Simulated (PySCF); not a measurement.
# W(OH)₂: singlet, from a bent start

The task is one start of a wider search on W(OH)₂: the singlet, from a bent start. It is relaxed, tested by its Hessian and followed downhill if it is a saddle.

The runs use PySCF 2.14.0; PBE0, basis W def2-TZVP with ECP60, O def2-TZVP, H def2-TZVP, scalar-relativistic core potentials, no spin–orbit coupling, density fitting.

## 1. The starting structure

5 atoms, charge 0, spin multiplicity 1.

Bond lengths: W1–O2 2.000 Å, W1–O3 2.000 Å, O2–H4 0.960 Å, O3–H5 0.960 Å. Angles: O2–W1–O3 110.0°, W1–O2–H4 130.0°, W1–O3–H5 130.0°.

```xyz
5
charge 0 multiplicity 1
W     0.0000    0.0000    0.0000
O     1.6383    0.0000    1.1472
O    -1.6383    0.0000    1.1472
H     2.1438   -0.7354    1.5011
H    -2.1438    0.7354    1.5011
```

## 2. The SCF at the typed geometry

The steps below are one call of a driver around PySCF. For each, scf.py gives the equivalent set-up of the SCF; relaxations use the driver's own optimiser. After this first run the driver tries any further starts and a stability analysis.

scf.py

```python
from pyscf import gto, scf, dft
mol = gto.M(atom='''
W      0.000000     0.000000     0.000000
O      1.638300     0.000000     1.147200
O     -1.638300     0.000000     1.147200
H      2.143800    -0.735400     1.501100
H     -2.143800     0.735400     1.501100''',
    basis={'W': 'def2-TZVP', 'O': 'def2-TZVP', 'H': 'def2-TZVP'},
    ecp={'W': 'def2-TZVP'},
    charge=0, spin=0)
mf = dft.RKS(mol, xc='PBE0')
mf.grids.atom_grid = (50, 194)
aux = {'W': 'def2-universal-JKFIT', 'O': 'def2-universal-JKFIT', 'H': 'def2-universal-JKFIT'}
mf = mf.density_fit(auxbasis=aux)
mf.conv_tol = 1e-08
mf.diis_space = 10
mf.max_cycle = 60
mf.init_guess = 'minao'
mf.verbose = 4
mf.kernel()
```

Launch:

```bash
$ OMP_NUM_THREADS=4 python axn.py task.json out
```

Log, shortened:

```text
[... the frontier levels of the middle cycles are left out ...]
init E= -199.422193707729
  HOMO = -0.279537028458614  LUMO = -0.272603924733405  gap/eV = 0.18866
cycle= 1 E= -218.199974007317  delta_E= -18.8  |g|= 1.29  |ddm|= 7.26
  HOMO = -0.134438293083788  LUMO = -0.125161939946192  gap/eV = 0.25242
cycle= 2 E= -211.812871727684  delta_E= 6.39  |g|=  5.1  |ddm|= 3.25
  HOMO = -0.0896651948178153  LUMO = -0.0294589254936682  gap/eV = 1.63830
cycle= 3 E= -218.440922014259  delta_E= -6.63  |g|= 0.558  |ddm|= 3.03
cycle= 4 E= -218.511488428665  delta_E= -0.0706  |g|= 0.295  |ddm|= 1.22
cycle= 5 E= -218.536480679165  delta_E= -0.025  |g|= 0.0798  |ddm|= 0.432
cycle= 6 E= -218.53817147677  delta_E= -0.00169  |g|= 0.0229  |ddm|= 0.077
cycle= 7 E= -218.538546571942  delta_E= -0.000375  |g|= 0.00917  |ddm|= 0.0673
cycle= 8 E= -218.538634707542  delta_E= -8.81e-05  |g|= 0.00283  |ddm|= 0.0395
cycle= 9 E= -218.538646565384  delta_E= -1.19e-05  |g|= 0.0011  |ddm|= 0.0189
cycle= 10 E= -218.538647091843  delta_E= -5.26e-07  |g|= 0.000236  |ddm|= 0.00252
cycle= 11 E= -218.538647213133  delta_E= -1.21e-07  |g|= 7.83e-05  |ddm|= 0.00177
cycle= 12 E= -218.538647228212  delta_E= -1.51e-08  |g|= 3.25e-05  |ddm|= 0.000624
cycle= 13 E= -218.538647230534  delta_E= -2.32e-09  |g|= 1.06e-05  |ddm|= 0.000232
  HOMO = -0.198580112105924  LUMO = -0.103160297006596  gap/eV = 2.59651
Extra cycle  E= -218.538647231021  delta_E= -4.87e-10  |g|= 1.01e-05  |ddm|= 7.95e-05
converged SCF energy = -218.538647231021
```

This step, with its further starts and checks, needed 7.9 s of wall time on 4 threads of Arm Neoverse V1, shared host.

Energies from each starting density:

```csv
start,energy (Eh)
the minimal-basis guess,-218.538647
a thermally smeared density,-218.538647
a smeared PBE density,-218.538647
```

No lower closed-shell solution turned up from the other starts or in the test of internal stability.

## 3. Relaxing the singlet from the bent start

The program finds C2 symmetry in the start, which this walk keeps.

scf.py, as its differences from that of step 2:

```diff
@@ -3,5 +3,5 @@
-W      0.000000     0.000000     0.000000
-O      1.638300     0.000000     1.147200
-O     -1.638300     0.000000     1.147200
-H      2.143800    -0.735400     1.501100
-H     -2.143800     0.735400     1.501100''',
+W      0.000000     0.000000    -0.182259
+O      1.638300    -0.000000     0.964941
+O     -1.638300     0.000000     0.964941
+H      2.143800    -0.735400     1.318841
+H     -2.143800     0.735400     1.318841''',
@@ -18 +17,0 @@
-mf.init_guess = 'minao'
```

The optimiser's trace (not every step is listed):

```csv
step,energy (Eh),change (kJ/mol),largest symmetric gradient (Eh/bohr)
0,-218.538647,0.00,0.11397
1,-218.573216,-90.76,0.05269
2,-218.582628,-115.47,0.02132
3,-218.588797,-131.67,0.01617
4,-218.589360,-133.15,0.03926
5,-218.592844,-142.29,0.01369
6,-218.595357,-148.89,0.01305
7,-218.596281,-151.32,0.03013
8,-218.599682,-160.25,0.01904
9,-218.601878,-166.01,0.01066
10,-218.602975,-168.89,0.02576
12,-218.606265,-177.53,0.00496
14,-218.606470,-178.07,0.00095
16,-218.606498,-178.14,0.00078
18,-218.606564,-178.32,0.00211
20,-218.606650,-178.54,0.00288
22,-218.606686,-178.64,0.00216
24,-218.606704,-178.68,0.00095
25,-218.606710,-178.70,0.00053
26,-218.606715,-178.71,0.00158
27,-218.606721,-178.73,0.00058
28,-218.606724,-178.74,0.00053
29,-218.606725,-178.74,0.00054
30,-218.606726,-178.74,0.00017
```

The walk took 50 s.

It settles in D∞h symmetry, 178.7 kJ/mol below the start, after 30 steps: O–H 0.953 Å (×2), W–O 1.820 Å (×2); H–O–W 178.4° (×2), O–W–O 179.0°.

## 4. Hessian and properties

On the finer grid the gradient is checked again; gradients at displacements of ±0.02 bohr then give force constants and infrared intensities.

scf.py, as its differences from that of step 3:

```diff
@@ -3,5 +3,5 @@
-W      0.000000     0.000000    -0.182259
-O      1.638300    -0.000000     0.964941
-O     -1.638300     0.000000     0.964941
-H      2.143800    -0.735400     1.318841
-H     -2.143800     0.735400     1.318841''',
+W     -0.000000     0.000000     0.000000
+O      1.777286    -0.392336     0.000000
+O     -1.777286     0.392336    -0.000000
+H      2.707932    -0.597776     0.000000
+H     -2.707932     0.597776    -0.000000''',
@@ -12 +12 @@
-mf.grids.atom_grid = (50, 194)
+mf.grids.atom_grid = (75, 302)
@@ -15 +15 @@
-mf.conv_tol = 1e-08
+mf.conv_tol = 1e-10
```

The driver hands on the density of the step before, so the log starts near convergence.

Log of the central SCF (cycles and frontier levels):

```text
init E= -218.606718791209
  HOMO = -0.191701840100051  LUMO = -0.088361965767902  gap/eV = 2.81202
cycle= 1 E= -218.606718791209  delta_E= 7.39e-13  |g|= 1.89e-06  |ddm|= 4.79e-06
  HOMO = -0.191702713476302  LUMO = -0.0883628183959217  gap/eV = 2.81202
Extra cycle  E= -218.606718791207  delta_E= 2.16e-12  |g|= 2.86e-06  |ddm|= 6.6e-06
converged SCF energy = -218.606718791207
```

The whole step took 27 s.

Geometry: D∞h; O–H 0.953 Å (×2), W–O 1.820 Å (×2); H–O–W 180.0° (×2), O–W–O 180.0°.

Modes, for the most abundant isotopes:

| symmetry | ω (cm⁻¹) | IR (km/mol) |
| --- | --- | --- |
| πu | 39 | 115 |
| πu | 461 | 256 |
| πg | 486 | 0.0 |
| σu+ | 770 | 229 |
| σg+ | 824 | 0.0 |
| σu+ | 3994 | 703 |
| σg+ | 3998 | 0.0 |

All wavenumbers are real: a minimum.

Properties at this point:

```
Dipole moment                                                   : 0.00 D
Highest occupied level                                          : -5.22 eV
Lowest empty level                                              : -2.40 eV
Rotational constants                                            : 0.1388 cm⁻¹
Zero-point energy                                               : 69.1 kJ/mol
Principal polarisabilities                                      : 59.1, 59.1, 61.2 bohr³
Atomisation energy without zero-point energy                    : 1726 kJ/mol
Principal traceless quadrupole moments about the centre of mass : -9.16, -9.16, 18.32 D Å
Entropy at 298.15 K and 1 bar                                   : 297.5 J/(mol K)
Heat capacity Cp at 298.15 K                                    : 73.1 J/(mol K)
Enthalpy at 298.15 K above 0 K                                  : 16.16 kJ/mol
Rotational symmetry number                                      : 2
```

Charges (e) and bond orders:

```csv
atom,Mulliken,Löwdin,polar tensor,Mayer order to W1
W1,0.48,0.26,0.66,–
"O2,3",-0.59,-0.30,-0.70,1.20
"H4,5",0.35,0.17,0.37,0.02
```

Outer orbital energies (eV). occupied: -16.82, -14.06, -11.20, -11.20, -10.18, -10.18, -5.50, -5.22; empty: -2.40, -0.82, -0.82, 0.59.

Mulliken populations on W1 (outside its core potential): s 3.52, p 6.23, d 3.67, f 0.11.

## 5. A spin-polarised start

A stability analysis found the closed shell of the lowest minimum unstable towards spin polarisation, so the unrestricted solution is followed.

The program finds D∞h symmetry in the start, which may break. The walk stops when the largest gradient is under 0.0003 Eh/bohr and the energy has settled too.

scf.py, as its differences from that of step 4:

```diff
@@ -11,2 +11,2 @@
-mf = dft.RKS(mol, xc='PBE0')
-mf.grids.atom_grid = (75, 302)
+mf = dft.UKS(mol, xc='PBE0')
+mf.grids.atom_grid = (50, 194)
@@ -15 +15 @@
-mf.conv_tol = 1e-10
+mf.conv_tol = 1e-08
```

Steps of the walk:

```
step  energy (Eh)  change (kJ/mol)  largest gradient (Eh/bohr)
   0  -218.631499             0.00                     0.00114
   1  -218.631502            -0.01                     0.00028
```

The walk took 3.9 s.

After 1 steps and 0.0 kJ/mol it ends at D∞h: O–H 0.953 Å (×2), W–O 1.822 Å (×2); H–O–W 180.0° (×2), O–W–O 180.0°.

## 6. Is it a minimum? Harmonic modes

As before: finer grid, then central differences.

scf.py, as its differences from that of step 5:

```diff
@@ -3,5 +3,5 @@
-W     -0.000000     0.000000     0.000000
-O      1.777286    -0.392336     0.000000
-O     -1.777286     0.392336    -0.000000
-H      2.707932    -0.597776     0.000000
-H     -2.707932     0.597776    -0.000000''',
+W     -0.000000     0.000000    -0.000000
+O      1.778527    -0.392610     0.000000
+O     -1.778527     0.392610    -0.000000
+H      2.709055    -0.598024     0.000000
+H     -2.709055     0.598024    -0.000000''',
@@ -12 +12 @@
-mf.grids.atom_grid = (50, 194)
+mf.grids.atom_grid = (75, 302)
@@ -15 +15 @@
-mf.conv_tol = 1e-08
+mf.conv_tol = 1e-10
```

SCF at the final geometry:

```text
init E= -218.63149188487
[... the frontier-level lines of each cycle are left out ...]
cycle= 1 E= -218.631491884636  delta_E= 2.34e-10  |g|= 2.93e-05  |ddm|= 2.04e-05
cycle= 2 E= -218.631491883526  delta_E= 1.11e-09  |g|= 6.25e-05  |ddm|= 4.25e-05
cycle= 3 E= -218.631491884966  delta_E= -1.44e-09  |g|= 1.09e-06  |ddm|= 2.88e-05
cycle= 4 E= -218.631491884969  delta_E= -3.41e-12  |g|= 1.05e-06  |ddm|= 1.82e-06
Extra cycle  E= -218.63149188498  delta_E= -1.08e-11  |g|= 1.05e-06  |ddm|= 4.76e-06
converged SCF energy = -218.63149188498  <S^2> = 1.0008467  2S+1 = 2.2368252
```

The whole step needed 42 s of wall time on 4 threads of Arm Neoverse V1, shared host.

Geometry: D∞h; O–H 0.953 Å (×2), W–O 1.821 Å (×2); H–O–W 180.0° (×2), O–W–O 180.0°.

Harmonic modes (main isotopes):

```
ω (cm⁻¹)  IR (km/mol)  μ (u)
      53         57.1   2.36
      53         57.1   2.36
     459          129   1.63
     459          129   1.63
     484          0.0   1.14
     484          0.0   1.14
     768          229   9.84
     823          0.0   8.26
    3996          697   1.07
    4000          0.0   1.07
```

All wavenumbers are real: a minimum.

The SCF density has lower symmetry than the nuclear frame, so the modes carry no labels; pairs that should be degenerate can split.

Properties at this point:

```yaml
Dipole_moment: 0.00 D
Highest_occupied_level: -5.47 eV
Lowest_empty_level: -1.70 eV
Rotational_constants: 0.1386 cm⁻¹
Zero-point_energy: 69.3 kJ/mol
Principal_polarisabilities: 58.8, 58.8, 61.3 bohr³
Atomisation_energy_without_zero-point_energy: 1791 kJ/mol
Principal_traceless_quadrupole_moments_about_the_centre_of_mass: -9.04, -9.04, 18.08 D Å
Entropy_at_298.15_K_and_1_bar: 292.6 J/(mol K)
Heat_capacity_Cp_at_298.15_K: 73.1 J/(mol K)
Enthalpy_at_298.15_K_above_0_K: 16.03 kJ/mol
Rotational_symmetry_number: 2
Spin_squared_⟨S²⟩: 1.001
```

Populations by atom (charges in e):

```
atom  Mulliken  Löwdin  polar tensor  spin (Mulliken)  Mayer order to W1
  W1      0.49    0.26          0.67             0.00                  –
O2,3     -0.59   -0.30         -0.71             0.00               1.20
H4,5      0.35    0.17          0.37             0.00               0.02
```

Outer orbital energies (eV). α occupied: -16.78, -14.02, -11.16, -11.16, -10.15, -10.15, -5.83, -5.47; empty: -1.70, -0.76, -0.76, 0.61. β occupied: -16.78, -14.02, -11.16, -11.16, -10.15, -10.15, -5.83, -5.47; empty: -1.70, -0.76, -0.76, 0.61.

Mulliken populations on W1 (outside its core potential): s 3.52, p 6.23, d 3.66, f 0.11.

## 7. The points found, side by side

| spin | group | bonds | imaginary modes (cm⁻¹) | ΔE (kJ/mol) | with zero-point energy |
| --- | --- | --- | --- | --- | --- |
| broken-symmetry (Ms = 0) | D∞h (density of lower symmetry) | O–H 0.953 Å (×2), W–O 1.821 Å (×2) | none | 0.0 | 0.0 |
| singlet | D∞h | O–H 0.953 Å (×2), W–O 1.820 Å (×2) | none | 65.0 | 64.9 |

## 8. Summary of results

| quantity | value |
| --- | --- |
| minimum | broken-symmetry (Ms = 0), D∞h |
| geometry | O–H 0.953 Å (×2), W–O 1.821 Å (×2); H–O–W 180.0° (×2), O–W–O 180.0° |
| wavenumbers (cm⁻¹) | 53, 53, 459, 459, 484, 484, 768, 823, 3996, 4000 |
| dipole moment | 0.00 D |
| highest occupied, lowest empty level (either spin) | -5.47, -1.70 eV |
| polar-tensor charge of W1 | +0.67 e |
| zero-point energy | 69.3 kJ/mol |
| entropy at 298.15 K | 292.6 J/(mol K) |
| atomisation energy (no zero-point energy) | 1791 kJ/mol |
| ⟨S²⟩ | 1.001 |

From C2 at the start the molecule goes to a D∞h minimum. The determinant is spin-contaminated (⟨S²⟩ = 1.00 against 0.00), so it is no pure spin state. The strongest infrared band lies at 3996 cm⁻¹. W1 has a polar-tensor charge of +0.7 e (a dipole derivative, not a static charge), yet symmetry cancels the bond dipoles. Other starts or spin states, not run here, may lie lower. The SCF density has lower symmetry than the nuclear frame. Spin–orbit coupling, left out here, can matter for elements this heavy.

The search up to here took 2.2 min.
